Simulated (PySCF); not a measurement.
# C5H8Si: the cost of one run

Computed with PySCF 2.14.0, with density-fitted response routines of our own, on a single molecule in the gas phase. Atoms are numbered from 0 throughout.

## Step 1: The starting structure

14 atoms, charge 0, multiplicity 1; geometry from: GFN2-xTB. The atoms were then displaced at random by about 0.01 Å, so the start is not that level's minimum.

Bonds of the start (Å): C0–C1 1.23, C1–C2 1.46, C2–C3 1.54, C3–Si4 1.95, Si4–C5 1.90, C5–C2 1.53, C0–H6 1.03, C2–H7 1.10, C3–H8 1.09, C3–H9 1.08, Si4–H10 1.46, Si4–H11 1.47, C5–H12 1.07, C5–H13 1.08.

## Step 2: Geometry optimisation at PBE0-D3(BJ)/def2-SVP

Job settings and geometry (Å):

```
{"job": {"xc": "PBE0", "basis": "def2-SVP", "d3": "d3bj", "grid": 1, "shake": 0.01, "kind": "geom"}, "charge": 0, "multiplicity": 1}
C      2.822980    -0.696940     0.434220
C      1.722670    -0.261240     0.098990
C      0.389250     0.212740    -0.248850
C     -0.180880     1.145790     0.831460
Si    -1.848640     0.143830     0.783570
C     -0.664710    -0.902770    -0.268980
H      3.761790    -1.028000     0.699370
H      0.468670     0.729910    -1.211840
H     -0.231190     2.197590     0.566110
H      0.323800     1.071890     1.787690
H     -2.948500     0.779350     0.063180
H     -2.310860    -0.421820     2.060150
H     -0.328530    -1.796350     0.221130
H     -0.983000    -1.189050    -1.263900
```

Launch:

```console
$ OMP_NUM_THREADS=1 python probes_run.py task.json out
```

The driver reads the jobs from task.json and runs them one after another.

**Question.** How long does this first job take on 1 thread of Arm Neoverse V2, shared host, and how much memory does it need?

About 64 s, with a peak of 0.5 GiB.
